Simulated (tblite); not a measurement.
# C7H9BCl2: the cost of one run

Programs: tblite 0.8.0 and PySCF 2.14.0, with density-fitted response routines of our own. Each step states its level of theory. These are calculated values for one molecule in the gas phase, unless marked as measured. Atoms are numbered from 0 throughout.

## Step 1: The molecule as given

19 atoms, charge 0, multiplicity 1; geometry from: force field or distance geometry start.

Bonds of the start (Å): C0–C1 1.33, C1–C2 1.50, C2–C3 1.34, C3–C4 1.49, C4–C5 1.34, C5–C6 1.50, C3–B7 1.57, B7–Cl8 1.85, B7–Cl9 1.85, C0–H10 1.08, C0–H11 1.09, C1–H12 1.06, C2–H13 1.08, C4–H14 1.07, C5–H15 1.09, C6–H16 1.10, C6–H17 1.11, C6–H18 1.11.

## Step 2: Optimising the geometry with GFN2-xTB

Job settings and geometry (Å):

```
{"job": {"kind": "relax", "xc": "GFN2-xTB", "basis": "xTB"}, "charge": 0, "multiplicity": 1}
C     -3.144500     1.011700     1.431000
C     -2.395700     0.414800     0.515000
C     -1.010900    -0.036600     0.861200
C     -0.138300    -0.525900    -0.036200
C      1.124300    -1.094400     0.508700
C      2.339600    -0.650000     0.161600
C      2.587100     0.500400    -0.774600
B     -0.415900    -0.633800    -1.580100
Cl     0.379700    -1.988300    -2.565200
Cl    -1.070200     0.822700    -2.508800
H     -2.789200     1.212900     2.429400
H     -4.163700     1.315400     1.178100
H     -2.818300     0.224600    -0.442600
H     -0.721900     0.016600     1.899100
H      1.052600    -1.845600     1.270900
H      3.202300    -1.100600     0.654400
H      2.310500     0.220000    -1.803900
H      1.999200     1.379300    -0.450900
H      3.663500     0.766200    -0.754500
```

Command:

```sh
$ OMP_NUM_THREADS=1 python probes_run.py task.json out
```

One launch serves the whole session: the jobs run in the order shown.

**Question.** How long does this first job take on 1 thread of Arm Neoverse N1, shared host, and how much memory does it need?

About 2.8 s, with a peak of 0.18 GiB.
